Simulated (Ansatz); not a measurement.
# CH₅BFN: ionisation energy by level of theory

One table from this session's results is given with a row withheld; the runs are named, their logs left out.

Method: unrestricted cation, the program's frozen cores in correlated methods; program: Ansatz 0.2.0, Gaussian basis.

Levels to be run: UKS PBE-D4/def2-TZVPP; UKS r2SCAN-D4/def2-TZVPP; UKS PBE0-D4/def2-TZVPP; UKS B3LYP-D4/def2-TZVPP; UKS wB97X-V/def2-TZVPP; UKS wB97M-V/def2-TZVPP; UKS B2PLYP/def2-TZVPP; UHF-CCSD(T)/def2-TZVPP; UHF-CCSD(T)/def2-QZVPP; extrapolation to the limit; then −ε(HOMO) from the neutral's earlier runs with LDA (SPW92), PBE-D4, revPBE-D4, BLYP-D4, r2SCAN-D4, B97M-V, PBE0-D4, B3LYP-D4, r2SCANh-D4, r2SCAN0-D4, HSE06-D4, BHLYP-D4, CAM-B3LYP-D4, LC-ωPBE, ωB97X-V, ωB97M-V.

### Structure used throughout

The geometry comes from an earlier relaxation with PBE0-D4 in a triple-zeta def2 set; it is a stationary point, not always the lowest conformer.

SMILES `CNBF`, 9 atoms, charge 0, spin multiplicity 1.

Atoms are counted from 1 here; the program's logs count them from 0.

Bond lengths: C1–N2 1.443 Å, C1–H5 1.094 Å, C1–H6 1.090 Å, C1–H7 1.094 Å, N2–B3 1.388 Å, N2–H8 1.009 Å, B3–F4 1.340 Å, B3–H9 1.197 Å. Angles: N2–C1–H5 111.7°, N2–C1–H6 109.1°, N2–C1–H7 111.7°, H5–C1–H6 108.0°, H5–C1–H7 108.2°, H6–C1–H7 108.0°, C1–N2–B3 126.0°, C1–N2–H8 115.3°, B3–N2–H8 118.7°, N2–B3–F4 119.2°, N2–B3–H9 121.7°, F4–B3–H9 119.1°.

Set-up of the first run:

Input file in.yaml:

```yaml
crystal:
  periodic: [false, false, false]
  atoms:
    - {symbol: C, position_ang: [-0.214469, 0.931300, -0.637988]}
    - {symbol: N, position_ang: [0.221760, -0.394796, -0.274466]}
    - {symbol: B, position_ang: [0.159990, -0.955137, 0.993704]}
    - {symbol: F, position_ang: [0.606078, -2.205073, 1.178582]}
    - {symbol: H, position_ang: [-1.008966, 0.904300, -1.389783]}
    - {symbol: H, position_ang: [-0.605518, 1.433687, 0.247044]}
    - {symbol: H, position_ang: [0.608793, 1.534332, -1.032622]}
    - {symbol: H, position_ang: [0.602800, -0.944847, -1.029545]}
    - {symbol: H, position_ang: [-0.281966, -0.350166, 1.927871]}
basis:
  gaussian: {orbitals: def2-TZVPP}
total_charge: 1
magnetization: {spin_polarized: true, initial_magnetization: 1}
hamiltonian: {xc: pbe, dispersion: d4}
```

Run with:

```sh
> ansatz run in.yaml --threads 2 --pin off --events-out ev --progress --plain --max-ram 22528MiB --backend cpu
```

Among the steps run: Cation, UKS PBE-D4/def2-TZVPP; Cation, UKS r2SCAN-D4/def2-TZVPP; Cation, UKS PBE0-D4/def2-TZVPP; Cation, UKS B3LYP-D4/def2-TZVPP; Cation, UKS wB97X-V/def2-TZVPP; Cation, UKS wB97M-V/def2-TZVPP; Cation, UKS B2PLYP (frozen core)/def2-TZVPP; Cation, UHF-CCSD(T)/def2-TZVPP; Cation, UHF-CCSD(T)/def2-QZVPP.

One table of the session follows, with a row left open; its other results are not shown here.

It belongs to the step «Ionisation energies side by side». For comparison, −ε(HOMO) of the neutral from earlier runs:

| functional | −ε(HOMO) (eV) |
| --- | --- |
| LDA (SPW92) | 6.57 |
| PBE-D4 | 6.41 |
| revPBE-D4 | 6.35 |
| BLYP-D4 | 6.30 |
| r2SCAN-D4 | 6.67 |
| B97M-V | 6.77 |
| PBE0-D4 | 7.78 |
| B3LYP-D4 | ? |
| r2SCANh-D4 | 7.18 |
| r2SCAN0-D4 | 7.96 |
| HSE06-D4 | 7.37 |
| BHLYP-D4 | 9.07 |
| CAM-B3LYP-D4 | 9.20 |
| LC-ωPBE | 10.59 |
| ωB97X-V | 10.21 |
| ωB97M-V | 10.13 |

Q: Estimate the row for B3LYP-D4 from the others.

Worked estimate for «−ε(HOMO) (eV)». Against the share of exact exchange, BLYP-D4 (0, 6.30), BHLYP-D4 (0.5, 9.07) give a slope of 5.54 per unit share; at 0.2 the line stands at 7.41.

The run gave: −ε(HOMO) (eV): 7.55. In «−ε(HOMO) (eV)» the line misses by -0.14.
